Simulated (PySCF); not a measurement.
# C7H17N: excited states, first hyperpolarisability

What do calculations give for the excited states, first hyperpolarisability of C7H17N (`CC(C)C(N)C(C)C`)?

Computed with PySCF 2.14.0 and routines of our own; the level stands in each step. Atoms count from 0.

## Step 1: The system as given

25 atoms, charge 0, multiplicity 1; geometry from: GFN2-xTB.

## Step 2: Relaxing the molecule at PBE0-D3(BJ)/def2-SVP

What the job is given:

```
{"job": {"xc": "PBE0", "basis": "def2-SVP", "d3": "d3bj", "grid": 2, "kind": "geom"}, "charge": 0, "multiplicity": 1}
C      1.573757    -0.226696    -1.333504
C      1.119500     0.593563    -0.127356
C      2.317257     0.883207     0.779998
C     -0.018822    -0.089047     0.677302
N      0.349673    -1.371929     1.257641
C     -1.318974    -0.292189    -0.126545
C     -1.820180     0.992121    -0.782956
C     -2.399973    -0.844444     0.802630
H      2.368109     0.297066    -1.861548
H      0.755480    -0.390981    -2.029439
H      1.963697    -1.194558    -1.022223
H      0.738718     1.554933    -0.482598
H      2.804378    -0.038686     1.093807
H      3.053806     1.483988     0.250733
H      2.005181     1.428998     1.668308
H     -0.253459     0.571384     1.523155
H      1.148980    -1.268573     1.871057
H      0.594851    -2.029162     0.525235
H     -1.129564    -1.037652    -0.906169
H     -2.807762     0.824002    -1.207680
H     -1.898744     1.788628    -0.045947
H     -1.163043     1.321573    -1.583385
H     -2.672894    -0.097166     1.544445
H     -2.031364    -1.724705     1.320304
H     -3.289544    -1.109530     0.235653
```

Command:

```
$ OMP_NUM_THREADS=1 python excited_run.py task.json out
```

One launch serves the whole session: the jobs run in the order shown.

What it wrote:

```text
step   0  E = -331.11510098  max force = 0.013337
step   1  E = -331.11759638  max force = 0.002275
step   2  E = -331.11764358  max force = 0.000498
step   3  E = -331.11764788  max force = 0.000203
optimisation converged
```

Wall time 77 s (1 thread of Arm Neoverse V2, shared host); peak memory 0.89 GiB.

Along the way:

| step | energy from step 0 (eV) | largest force component (eV/Å) |
| --- | --- | --- |
| 0 | 0.0000 | 0.6858 |
| 1 | -0.0679 | 0.1170 |
| 2 | -0.0692 | 0.0256 |
| 3 | -0.0693 | 0.0104 |

Close pairs (by a distance rule), those that changed most:

| bond | before (Å) | after (Å) | change (Å) |
| --- | --- | --- | --- |
| C7–H22 | 1.088 | 1.103 | +0.015 |
| C6–H20 | 1.088 | 1.103 | +0.015 |
| C0–H10 | 1.089 | 1.103 | +0.014 |
| C2–H12 | 1.089 | 1.103 | +0.014 |
| C0–H9 | 1.087 | 1.100 | +0.014 |
| C2–H14 | 1.088 | 1.102 | +0.013 |
| C7–H24 | 1.088 | 1.101 | +0.013 |
| C6–H21 | 1.087 | 1.100 | +0.013 |

The final coordinates are the input of the step that follows.

| at the end point | value |
| --- | --- |
| point group (found at 0.08 Å tolerance) | C1 |
| rotational constants (GHz, main isotopes) | 2.791, 1.369, 1.145 |
| dipole moment (D) | 1.27 |

## Step 3: Excited states: TDA CAM-B3LYP/def2-SVPD

What the job is given:

```
{"job": {"kind": "states", "xc": "CAM-B3LYP", "basis": "def2-SVPD", "tda": true, "soc": true, "nstates": 6, "ntriplets": 5, "nquad": 4}, "charge": 0, "multiplicity": 1}
C      1.440572    -0.137775    -1.319187
C      1.021666     0.618741    -0.063467
C      2.229998     0.918207     0.817524
C     -0.082923    -0.110510     0.739771
N      0.329283    -1.383449     1.307874
C     -1.395976    -0.317698    -0.039028
C     -1.877780     0.944057    -0.746691
C     -2.484114    -0.860099     0.882608
H      2.234175     0.401473    -1.858693
H      0.603038    -0.282142    -2.018156
H      1.842017    -1.133935    -1.068504
H      0.603137     1.590624    -0.374667
H      2.733462    -0.008375     1.139575
H      2.976924     1.519944     0.277433
H      1.941203     1.475509     1.723025
H     -0.328586     0.549594     1.594546
H      1.123635    -1.271032     1.931592
H      0.615821    -2.028275     0.573276
H     -1.197750    -1.086674    -0.810720
H     -2.866009     0.776582    -1.201777
H     -1.983329     1.778899    -0.033358
H     -1.199664     1.271792    -1.548043
H     -2.770823    -0.100649     1.629605
H     -2.126266    -1.744434     1.425551
H     -3.389125    -1.126758     0.315108
```

Method: TDA CAM-B3LYP/def2-SVPD excited states, vertical, gas phase, spin-orbit mean-field couplings.

What it wrote:

```text
coarse grid: 19208 points
cycle   1  E = -331.2060293158  dE =  7.009e-01  |g| = 4.333e-01  |ddm| = 9.764e+00
cycle   2  E = -331.2222997220  dE = -1.627e-02  |g| = 3.871e-01  |ddm| = 2.832e+00
cycle   3  E = -331.2568220070  dE = -3.452e-02  |g| = 4.595e-02  |ddm| = 1.310e+00
cycle   4  E = -331.2571889074  dE = -3.669e-04  |g| = 2.421e-02  |ddm| = 2.187e-01
cycle   5  E = -331.2573207333  dE = -1.318e-04  |g| = 4.169e-03  |ddm| = 6.158e-02
cycle   6  E = -331.2573250598  dE = -4.326e-06  |g| = 7.759e-04  |ddm| = 3.002e-02
final grid: 180776 points
cycle   7  E = -331.3239956550  dE = -6.946e-05  |g| = 4.852e-03  |ddm| = 2.465e-01
cycle   8  E = -331.3239969859  dE = -1.331e-06  |g| = 4.455e-03  |ddm| = 3.960e-02
cycle   9  E = -331.3240019937  dE = -5.008e-06  |g| = 3.020e-04  |ddm| = 1.123e-02
cycle  10  E = -331.3240020114  dE = -1.765e-08  |g| = 2.009e-04  |ddm| = 2.380e-03
cycle  11  E = -331.3240020208  dE = -9.413e-09  |g| = 2.972e-05  |ddm| = 7.017e-04
cycle  12  E = -331.3240020210  dE = -2.317e-10  |g| = 9.139e-06  |ddm| = 2.171e-04
converged SCF energy = -331.3240020210

Singlet excitations
state   eV       nm        f     d(h-e)  d(exc)  Lambda  PR(NTO)  |dmu|/D   mu/D   main configurations
  1   6.4230   193.0   0.02191   1.039   3.189   0.287   1.011    4.311    3.844   H->L 0.65, H->L+1 0.13, H->L+3 0.11
  2   7.1261   174.0   0.00841   0.811   3.500   0.245   1.013    2.199    2.047   H->L+2 0.78
  3   7.4753   165.9   0.01054   1.962   4.238   0.259   1.030    6.510    6.545   H->L+1 0.57, H->L 0.19
  4   7.9082   156.8   0.00796   1.188   4.310   0.281   1.055    3.423    2.557   H->L+3 0.73, H->L 0.10
  5   8.3379   148.7   0.00688   1.043   4.008   0.277   1.038                     H->L+6 0.51, H->L+1 0.10, H->L+9 0.08
  6   8.3999   147.6   0.00932   1.254   4.017   0.259   1.045                     H->L+4 0.63, H->L+6 0.14

Triplet excitations (Tamm-Dancoff)
state   eV     d(h-e)  d(exc)  Lambda  PR(NTO)   main configurations
  1   6.1229   1.032   3.003   0.285   1.009   H->L 0.56, H->L+1 0.16, H->L+3 0.11
  2   6.9939   0.724   3.388   0.249   1.022   H->L+2 0.74
  3   7.3763   1.869   4.149   0.265   1.049   H->L+1 0.49, H->L 0.25
  4   7.7204   0.908   4.118   0.282   1.061   H->L+3 0.68, H->L 0.09
  5   8.2031   0.742   3.753   0.272   1.144   H->L+4 0.29, H->L+6 0.13, H->L+10 0.09
S1 - T1 = 0.3001 eV

Spin-orbit couplings |<S|Hso|T>| (cm-1)
             T1       T2       T3       T4       T5
S0        8.861   10.397    7.524    3.954   10.380
S1        0.233    2.676    1.695    1.753    3.174
S2        2.082    0.612    1.038    1.983    0.743
S3        1.480    1.430    0.142    1.133    0.538
S4        1.927    2.241    1.087    0.097    0.921
S5        1.371    1.118    0.500    0.780    0.628
S6        1.670    1.282    0.342    0.387    0.590
T1 sublevels (cm-1): 0.000 0.001 0.002   radiative rates (1/s): 70.2 46.3 26.7
```

Wall time 96 s (1 thread of Arm Neoverse V2, shared host); peak memory 1.3 GiB.

In short:

| quantity | value |
| --- | --- |
| S1 less T1 | 0.30 eV |

## Step 4: Excited states: TDDFT CAM-B3LYP/def2-SVPD

The job, as its differences from that of step 3:

```diff
@@ -1,2 +1,2 @@
-{"job": {"kind": "states", "xc": "CAM-B3LYP", "basis": "def2-SVPD", "tda": true, "soc": true, "nstates": 6, "ntriplets": 5, "nquad": 4}, "charge": 0, "multiplicity": 1}
+{"job": {"kind": "states", "xc": "CAM-B3LYP", "basis": "def2-SVPD", "tpa": true, "nstates": 8, "nquad": 6, "ntriplets": 0}, "charge": 0, "multiplicity": 1}
 C      1.440572    -0.137775    -1.319187
```

With the program's defaults for keys left out, this is: TDDFT CAM-B3LYP/def2-SVPD excited states, vertical, gas phase, two-photon moments by quadratic response.

What it wrote:

```text
coarse grid: 19208 points
cycle   1  E = -331.2060293158  dE =  7.009e-01  |g| = 4.333e-01  |ddm| = 9.764e+00
cycle   2  E = -331.2222997220  dE = -1.627e-02  |g| = 3.871e-01  |ddm| = 2.832e+00
cycle   3  E = -331.2568220070  dE = -3.452e-02  |g| = 4.595e-02  |ddm| = 1.310e+00
cycle   4  E = -331.2571889074  dE = -3.669e-04  |g| = 2.421e-02  |ddm| = 2.187e-01
cycle   5  E = -331.2573207333  dE = -1.318e-04  |g| = 4.169e-03  |ddm| = 6.158e-02
cycle   6  E = -331.2573250598  dE = -4.326e-06  |g| = 7.759e-04  |ddm| = 3.002e-02
final grid: 180776 points
cycle   7  E = -331.3239956550  dE = -6.946e-05  |g| = 4.852e-03  |ddm| = 2.465e-01
cycle   8  E = -331.3239969859  dE = -1.331e-06  |g| = 4.455e-03  |ddm| = 3.960e-02
cycle   9  E = -331.3240019937  dE = -5.008e-06  |g| = 3.020e-04  |ddm| = 1.123e-02
cycle  10  E = -331.3240020114  dE = -1.765e-08  |g| = 2.009e-04  |ddm| = 2.380e-03
cycle  11  E = -331.3240020208  dE = -9.413e-09  |g| = 2.972e-05  |ddm| = 7.017e-04
cycle  12  E = -331.3240020210  dE = -2.317e-10  |g| = 9.139e-06  |ddm| = 2.171e-04
converged SCF energy = -331.3240020210

Singlet excitations
state   eV       nm        f     d(h-e)  d(exc)  Lambda  PR(NTO)  |dmu|/D   mu/D   delta(TPA)   sigma/GM   main configurations
  1   6.4071   193.5   0.01956   1.052   3.194   0.287   1.012    4.337    3.867       18.97      0.285   H->L 0.65, H->L+1 0.13, H->L+3 0.11
  2   7.1202   174.1   0.00698   0.820   3.503   0.245   1.014    2.227    2.072       11.91      0.221   H->L+2 0.77
  3   7.4696   166.0   0.00937   1.966   4.240   0.259   1.031    6.494    6.527       17.01      0.348   H->L+1 0.56, H->L 0.20
  4   7.8935   157.1   0.00751   1.173   4.305   0.281   1.055    3.326    2.481       25.86      0.590   H->L+3 0.73, H->L 0.10
  5   8.3329   148.8   0.00595   1.027   4.006   0.277   1.039    2.890    3.106       13.56      0.345   H->L+6 0.50, H->L+1 0.10, H->L+9 0.08
  6   8.3933   147.7   0.00902   1.271   4.017   0.260   1.047    3.629    2.856       10.66      0.275   H->L+4 0.61, H->L+6 0.16
  7   8.5583   144.9   0.00965   1.806   4.151   0.261   1.066                                            H->L+7 0.43, H->L+6 0.17, H->L+4 0.09
  8   8.6332   143.6   0.01109   1.045   4.468   0.260   1.196                                            H->L+5 0.47, H->L+7 0.18
```

Run time: 1.9 min. Hardware: 1 thread of Arm Neoverse V2, shared host; peak memory 1.4 GiB.

## Step 5: First hyperpolarisability: quadratic response CAM-B3LYP/def2-SVPD

The job, as its differences from that of step 4:

```diff
@@ -1,2 +1,2 @@
-{"job": {"kind": "states", "xc": "CAM-B3LYP", "basis": "def2-SVPD", "tpa": true, "nstates": 8, "nquad": 6, "ntriplets": 0}, "charge": 0, "multiplicity": 1}
+{"job": {"kind": "beta", "xc": "CAM-B3LYP", "basis": "def2-SVPD"}, "charge": 0, "multiplicity": 1}
 C      1.440572    -0.137775    -1.319187
```

Level: quadratic response CAM-B3LYP/def2-SVPD first hyperpolarisability, Taylor convention, gas phase.

What it wrote:

```text
coarse grid: 19208 points
cycle   1  E = -331.2060293158  dE =  7.009e-01  |g| = 4.333e-01  |ddm| = 9.764e+00
cycle   2  E = -331.2222997220  dE = -1.627e-02  |g| = 3.871e-01  |ddm| = 2.832e+00
cycle   3  E = -331.2568220070  dE = -3.452e-02  |g| = 4.595e-02  |ddm| = 1.310e+00
cycle   4  E = -331.2571889074  dE = -3.669e-04  |g| = 2.421e-02  |ddm| = 2.187e-01
cycle   5  E = -331.2573207333  dE = -1.318e-04  |g| = 4.169e-03  |ddm| = 6.158e-02
cycle   6  E = -331.2573250598  dE = -4.326e-06  |g| = 7.759e-04  |ddm| = 3.002e-02
final grid: 180776 points
cycle   7  E = -331.3239956550  dE = -6.946e-05  |g| = 4.852e-03  |ddm| = 2.465e-01
cycle   8  E = -331.3239969859  dE = -1.331e-06  |g| = 4.455e-03  |ddm| = 3.960e-02
cycle   9  E = -331.3240019937  dE = -5.008e-06  |g| = 3.020e-04  |ddm| = 1.123e-02
cycle  10  E = -331.3240020114  dE = -1.765e-08  |g| = 2.009e-04  |ddm| = 2.380e-03
cycle  11  E = -331.3240020208  dE = -9.413e-09  |g| = 2.972e-05  |ddm| = 7.017e-04
cycle  12  E = -331.3240020210  dE = -2.317e-10  |g| = 9.139e-06  |ddm| = 2.171e-04
converged SCF energy = -331.3240020210

Lowest singlets (eV, f): 6.4071 0.0196  7.1202 0.0070  7.4696 0.0094

First hyperpolarisability (au)
process     nm      |vector|   parallel      HRS      DR
static         -       54.30     -21.38      22.46   5.017
shg       1907.0       56.18     -22.24      23.22   4.999
eope      1907.0       54.91     -21.66          -       -
shg       1064.0       60.73     -24.34      25.07    4.94
eope      1064.0       56.31      -22.3          -       -
```

It took 77 s on 1 thread of Arm Neoverse V2, shared host; peak memory 1.4 GiB.

## Step 6: Outcome

| quantity | value |
| --- | --- |
| point group | C1 |
| rotational constants (main isotopes) | 2.79, 1.37, 1.14 GHz |
| S1 less T1 (step 3, TDA CAM-B3LYP/def2-SVPD) | 0.30 eV |
| β vector (step 5, quadratic response CAM-B3LYP/def2-SVPD) | static 54, SHG 1907.0 nm 56, SHG 1064.0 nm 61 au |

**Reading.** The optimisation took 3 steps and gained 0.069 eV; among the close pairs (by a distance rule), C7–H22 changed most, from 1.088 to 1.103 Å. In step 3, the number of triplets below S1 is 1, and the largest singlet-triplet spin-orbit coupling is S0–T2, 10.40 cm⁻¹. β grows from 54 au (static) to 61 au for doubling at 1064.0 nm: normal dispersion, which grows as twice the photon energy moves toward the bright states.
